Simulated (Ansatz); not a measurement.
# CoCl+ (sextet): from Hartree-Fock to the top rungs, def2-SVP

One table from this session's results is given with a row withheld; the runs are named, their logs left out.

Method: def2-SVP, core rule «outside noble gas», up to 14 orbitals frozen; program: Ansatz 0.2.0, Gaussian basis.

To be run: UHF; CCSD(T) on ROHF; CCSD(T) on UHF; CISD; CCSDT(Q) on ROHF; CCSDT(Q) on UHF; CASSCF and MRCISD+Q, 15 electrons in 10 orbitals; CASSCF and NEVPT4(SD), 15 electrons in 10 orbitals; CASSCF and NEVPT2, 15 electrons in 10 orbitals.

18 further runs of the same task are left out: 6 that didn't finish, 12 set aside as unsound or not needed.

## The geometry

The geometry is a PBE0/def2-TZVP stationary point (not a proven minimum) of the parent state, kept for this charge and spin.

2 atoms, charge 1, spin multiplicity 6.

Atoms are counted from 1 here; the program's logs count them from 0.

Bond lengths: Co1–Cl2 2.173 Å.

Set-up of the first run:

Input file in.yaml:

```yaml
crystal:
  periodic: [false, false, false]
  atoms:
    - {symbol: Co, position_ang: [0.000000, 0.000000, 0.000000]}
    - {symbol: Cl, position_ang: [0.000000, 0.000000, 2.172600]}
basis:
  gaussian: {orbitals: def2-SVP}
total_charge: 1
magnetization: {spin_polarized: true, initial_magnetization: 5}
hamiltonian: {xc: hf}
output: {orbitals: {seedname: orbitals}}
```

Command:

```
ansatz run in.yaml --threads 1 --pin off --events-out ev --progress --plain --max-ram 2393MiB
```

Among the steps run: UHF; CCSD(T) on ROHF; CCSD(T) on UHF; CISD; CCSDT(Q) on ROHF; CCSDT(Q) on UHF; CASSCF and MRCISD+Q, 15 electrons in 10 orbitals; CASSCF and NEVPT4(SD), 15 electrons in 10 orbitals; CASSCF and NEVPT2, 15 electrons in 10 orbitals.

One of the session's tables, all rows but one given; the rest of the session is left out.

```
            method  from RCCSDT(Q) (meV)
              ROHF               +7614.4
               UHF               +7363.5
              RMP2                +969.2
              UMP2                +874.8
              CISD                +825.9
             RCCSD                +356.4
             UCCSD                +265.6
          RCCSD(T)                +177.2
          UCCSD(T)                 +96.7
            RCCSDT                 +37.1
            UCCSDT                     ?
         RCCSDT(Q)                     0
         UCCSDT(Q)                 -35.5
    CASSCF valence               +7431.3
    NEVPT2 valence               +1528.7
NEVPT4(SD) valence                +196.2
    MRCISD valence                +626.8
  MRCISD+Q valence                +126.2
```

**Question.** Estimate the row for UCCSDT.

The run gave: from RCCSDT(Q) (meV): -8.5. In the column «from RCCSDT(Q) (meV)» it lies between UCCSDT(Q) (-35.5) and RCCSDT(Q) (0).

Caveats from the session: Restricted and unrestricted rows rest on different reference determinants; where their highest levels disagree by more than a few hundredths of an eV, they describe different states and don't form one ladder.
